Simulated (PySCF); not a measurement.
# [WS2]-: a ladder of methods

Aim: at the PBE0 minimum of doublet [WS2]-, found before, compare methods on energies and levels.

Method: several methods, basis W def2-SVPD with ECP60, S def2-SVPD, scalar-relativistic core potentials, no spin–orbit coupling, density fitting; program: PySCF 2.14.0.

**1. Where the work starts**

3 atoms, charge -1, spin multiplicity 2.

Bond lengths: W1–S2 2.161 Å, W1–S3 2.161 Å. Angles: S2–W1–S3 125.5°.

```xyz
3
charge -1 multiplicity 2
W    -0.2584    0.0000    0.0000
S     0.7317    0.0000    1.9206
S     0.7317    0.0000   -1.9206
```

**2. PBE0**

The steps are one call of a driver around PySCF; scf.py gives each level's set-up. Each SCF starts from the density of the minimum. The driver also runs the species with one electron less or more at the same geometry (one less: multiplicity 3); their logs are not shown.

File scf.py:

```python
from pyscf import gto, scf, dft
mol = gto.M(atom='''
W     -0.258397    -0.000000     0.000000
S      0.731712     0.000000     1.920586
S      0.731712    -0.000000    -1.920586''',
    basis={'W': 'def2-SVPD', 'S': 'def2-SVPD'},
    ecp={'W': 'def2-SVPD'},
    charge=-1, spin=1)
mf = dft.UKS(mol, xc='PBE0')
mf.grids.atom_grid = (99, 590)
aux = {'W': 'def2-universal-JKFIT', 'S': 'def2-universal-JKFIT'}
mf = mf.density_fit(auxbasis=aux)
mf.kernel()
```

Standard output:

```text
init E= -863.028610403346
[... the frontier-level lines of each cycle are left out ...]
cycle= 1 E= -863.028610403447  delta_E= -1.01e-10  |g|= 8.34e-06  |ddm|= 5.84e-05
Extra cycle  E= -863.028610403071  delta_E= 3.77e-10  |g|= 2.67e-05  |ddm|= 4.59e-05
converged SCF energy = -863.028610403071  <S^2> = 0.76094853  2S+1 = 2.0109187
```

This level, with the species of one electron less or more, took 4.9 s on 4 threads, shared host.

```
energy                        : -863.028610 Eh
one electron less (charge +0) : -862.952335 Eh (triplet, ⟨S²⟩ 2.08)
Mulliken charge of W1         : +0.36 e
```

**3. HF**

Edit scf.py of step 2 so:

```diff
@@ -9,2 +9 @@
-mf = dft.UKS(mol, xc='PBE0')
-mf.grids.atom_grid = (99, 590)
+mf = scf.UHF(mol)
```

Standard output:

```text
init E= -861.244687235869
[... the frontier-level lines of each cycle are left out ...]
cycle= 1 E= -861.262768082127  delta_E= -0.0181  |g|= 0.116  |ddm|= 0.397
cycle= 2 E= -861.26172956932  delta_E= 0.00104  |g|= 0.131  |ddm|= 0.391
cycle= 3 E= -861.27198264497  delta_E= -0.0103  |g|= 0.0172  |ddm|= 0.167
cycle= 4 E= -861.272667107911  delta_E= -0.000684  |g|= 0.00571  |ddm|= 0.11
cycle= 5 E= -861.272799309288  delta_E= -0.000132  |g|= 0.00401  |ddm|= 0.0362
cycle= 6 E= -861.272892892853  delta_E= -9.36e-05  |g|= 0.00306  |ddm|= 0.0261
cycle= 7 E= -861.272970203626  delta_E= -7.73e-05  |g|= 0.00252  |ddm|= 0.0234
cycle= 8 E= -861.273066135253  delta_E= -9.59e-05  |g|= 0.00185  |ddm|= 0.0371
cycle= 9 E= -861.273136939231  delta_E= -7.08e-05  |g|= 0.00129  |ddm|= 0.0403
cycle= 10 E= -861.273163872179  delta_E= -2.69e-05  |g|= 0.00102  |ddm|= 0.0219
cycle= 11 E= -861.273183539792  delta_E= -1.97e-05  |g|= 0.000753  |ddm|= 0.0202
cycle= 12 E= -861.27319669745  delta_E= -1.32e-05  |g|= 0.000458  |ddm|= 0.0209
cycle= 13 E= -861.273201049896  delta_E= -4.35e-06  |g|= 0.000231  |ddm|= 0.0137
cycle= 14 E= -861.273201692834  delta_E= -6.43e-07  |g|= 0.000152  |ddm|= 0.00432
cycle= 15 E= -861.273201900411  delta_E= -2.08e-07  |g|= 9.79e-05  |ddm|= 0.00219
cycle= 16 E= -861.273201962749  delta_E= -6.23e-08  |g|= 5.73e-05  |ddm|= 0.00073
cycle= 17 E= -861.273201994688  delta_E= -3.19e-08  |g|= 4.17e-05  |ddm|= 0.000803
cycle= 18 E= -861.273202004364  delta_E= -9.68e-09  |g|= 4.3e-05  |ddm|= 0.000231
cycle= 19 E= -861.27320200107  delta_E= 3.29e-09  |g|= 4.14e-05  |ddm|= 0.000152
cycle= 20 E= -861.273201998574  delta_E= 2.5e-09  |g|= 3.99e-05  |ddm|= 0.000102
cycle= 21 E= -861.273201995212  delta_E= 3.36e-09  |g|= 3.82e-05  |ddm|= 0.000168
cycle= 22 E= -861.273201988327  delta_E= 6.89e-09  |g|= 3.06e-05  |ddm|= 0.0002
cycle= 23 E= -861.27320198126  delta_E= 7.07e-09  |g|= 1.81e-05  |ddm|= 0.000318
cycle= 24 E= -861.273201979809  delta_E= 1.45e-09  |g|= 9.33e-06  |ddm|= 0.000206
cycle= 25 E= -861.273201979969  delta_E= -1.6e-10  |g|= 6.11e-06  |ddm|= 0.000102
Extra cycle  E= -861.273201980109  delta_E= -1.4e-10  |g|= 5.42e-06  |ddm|= 2.05e-05
converged SCF energy = -861.273201980109  <S^2> = 0.78773524  2S+1 = 2.0373858
```

This level, with the species of one electron less or more, took 1.9 s.

```
energy                        : -861.273202 Eh
one electron less (charge +0) : -861.231575 Eh (triplet, ⟨S²⟩ 2.89)
Mulliken charge of W1         : +0.79 e
```

**4. PBE**

Edit scf.py of step 3 so:

```diff
@@ -9 +9,2 @@
-mf = scf.UHF(mol)
+mf = dft.UKS(mol, xc='PBE')
+mf.grids.atom_grid = (99, 590)
```

Standard output:

```text
init E= -863.024852993637
[... the frontier-level lines of each cycle are left out ...]
cycle= 1 E= -863.015240951678  delta_E= 0.00961  |g|= 0.151  |ddm|= 0.27
cycle= 2 E= -862.75561080547  delta_E= 0.26  |g|= 0.634  |ddm|= 1.47
cycle= 3 E= -863.027375593227  delta_E= -0.272  |g|= 0.0406  |ddm|= 1.33
cycle= 4 E= -863.028140036995  delta_E= -0.000764  |g|= 0.0211  |ddm|= 0.0657
cycle= 5 E= -863.028373668069  delta_E= -0.000234  |g|= 0.00584  |ddm|= 0.0296
cycle= 6 E= -863.028395201155  delta_E= -2.15e-05  |g|= 0.00105  |ddm|= 0.0112
cycle= 7 E= -863.02839598458  delta_E= -7.83e-07  |g|= 0.000153  |ddm|= 0.00191
cycle= 8 E= -863.028395998411  delta_E= -1.38e-08  |g|= 8.11e-05  |ddm|= 0.000522
cycle= 9 E= -863.028395999541  delta_E= -1.13e-09  |g|= 7.66e-05  |ddm|= 0.000275
cycle= 10 E= -863.028396005009  delta_E= -5.47e-09  |g|= 1.36e-05  |ddm|= 0.000173
cycle= 11 E= -863.028396006297  delta_E= -1.29e-09  |g|= 1.58e-05  |ddm|= 0.00016
cycle= 12 E= -863.028396008097  delta_E= -1.8e-09  |g|= 1.56e-05  |ddm|= 0.000138
cycle= 13 E= -863.028396004278  delta_E= 3.82e-09  |g|= 4.52e-06  |ddm|= 0.000487
cycle= 14 E= -863.02839600436  delta_E= -8.28e-11  |g|= 3.09e-06  |ddm|= 0.000126
Extra cycle  E= -863.028396004571  delta_E= -2.11e-10  |g|= 3.76e-06  |ddm|= 9.93e-05
converged SCF energy = -863.028396004571  <S^2> = 0.75764461  2S+1 = 2.0076301
```

This level, with the species of one electron less or more, took 14 s.

```
energy                        : -863.028396 Eh
one electron less (charge +0) : -862.954269 Eh (triplet, ⟨S²⟩ 2.05)
Mulliken charge of W1         : +0.22 e
```

The dipole of an ion depends on the origin, here the centre of mass.

**5. Comparison of the levels**

| level | vertical ionisation energy (eV) | −ε(HOMO) (eV) | gap (eV) | dipole (D) | wall time |
| --- | --- | --- | --- | --- | --- |
| PBE0 | 2.08 | 0.97 | 2.32 | 2.21 | 4.9 s |
| HF | 1.13 | 3.64 | 8.54 | 3.46 | 1.9 s |
| PBE | 2.02 | -0.04 | 0.36 | 1.78 | 14 s |

Times are for 4 threads, shared host; PBE0 starts from its own converged density, so its time is not comparable. A dash stands where a species or a free atom was not run at that level, or the quantity is not defined.

**6. What came out**

| quantity | value |
| --- | --- |
| vertical ionisation energy, range | 1.13 (HF) to 2.08 (PBE0) eV |
| orbital gap, range | 0.36 (PBE) to 8.54 (HF) eV |

The vertical ionisation energy spreads over 0.94 eV, from HF to PBE0; without a CCSD(T) value for it there is no yardstick here. Spin contamination is strong in at least one of the open-shell species at HF. Open d and f shells are described by one determinant, and the ground state may have another occupation or spin. Spin–orbit coupling, left out here, can matter for elements this heavy.
